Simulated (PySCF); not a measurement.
# C3H5FSSi: the cost of one run

Computed with PySCF 2.14.0, with density-fitted response routines of our own, on a single molecule in the gas phase. Atoms are numbered from 0 throughout.

## 1. The starting structure

11 atoms, charge 0, multiplicity 1; geometry from: GFN2-xTB. The atoms were then displaced at random by about 0.01 Å, so the start is not that level's minimum.

Bonds of the start (Å): F0–Si1 1.60, Si1–C2 1.85, C2–C3 1.37, C3–S4 1.74, S4–C5 1.82, C5–Si1 1.92, Si1–H6 1.45, C2–H7 1.09, C3–H8 1.04, C5–H9 1.08, C5–H10 1.09.

## 2. Relaxing the molecule at PBE0-D3(BJ)/def2-SVP

The job: settings as JSON, then the geometry in Å.

```
{"job": {"xc": "PBE0", "basis": "def2-SVP", "d3": "d3bj", "grid": 1, "shake": 0.01, "kind": "geom"}, "charge": 0, "multiplicity": 1}
F     -1.807550    -1.490880    -0.720890
Si    -0.765580    -0.846120     0.314900
C      0.980250    -0.911000    -0.292130
C      1.603240     0.288900    -0.480750
S      0.701060     1.757830    -0.212400
C     -0.918370     1.065290     0.265220
H     -1.098610    -1.439480     1.595280
H      1.585670    -1.800410    -0.465090
H      2.580970     0.449900    -0.793550
H     -1.638460     1.402040    -0.460580
H     -1.184520     1.498100     1.234320
```

On the command line:

```
$ OMP_NUM_THREADS=1 python probes_run.py task.json out
```

One launch serves the whole session: the jobs run in the order shown.

Q: Estimate the wall time and peak memory of this first job on 1 thread of Arm Neoverse V1, shared host.

About 58 s, with a peak of 0.51 GiB.
